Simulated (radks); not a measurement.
**Pm³⁺ in [Kr] 4d10 4f4.5 5s2 5p5.5: an all-electron calculation**

What are the levels of the promethium ion Pm3+, how large are its shells, and how does its energy divide?

Method: Dirac Kohn-Sham, PBEsol, spin-unpolarised, spherical densities, point nucleus; open shells fill j = l - 1/2 first. Code: radks (a radial shooting solver on a logarithmic mesh, Libxc functionals) version 1.

## 1. The atom as given

| Property | Result |
| --- | --- |
| element | promethium (Z = 61) |
| charge | +3 |
| electrons | 58 |
| configuration | [Kr] 4d10 4f4.5 5s2 5p5.5 |

## 2. The run

The run's settings:

```text
Z 61
configuration [Kr] 4d10 4f4.5 5s2 5p5.5
relativity Dirac
functional pbe_sol,pbe_sol
spin unpolarised
j_filling energy
nucleus point
c 137.035999084
```

**Question.** What will this run give?

**Answer**, as computed:

| quantity | value |
| --- | --- |
| total energy | -10021.7946 hartree |
| exchange-correlation share of it | 2.25 % |
| −T/E | 1.0814 |
| highest occupied level | 4f5/2, -29.918 eV |
| most extended occupied level | 5p3/2, <r> = 1.65 bohr |
| radius at density 0.001 e/bohr³ | 3.35 bohr |
| maxima of the radial density | 4 |

The radial density shows 4 maxima for 5 occupied principal shells; where shells overlap, one shows as a shoulder or not at all. −T/E is 1.081: with relativity the kinetic term as defined here no longer equals −E. This is not the tabulated ground configuration, so its levels and sizes aren't those of the ground state, and no measured value stands beside it.
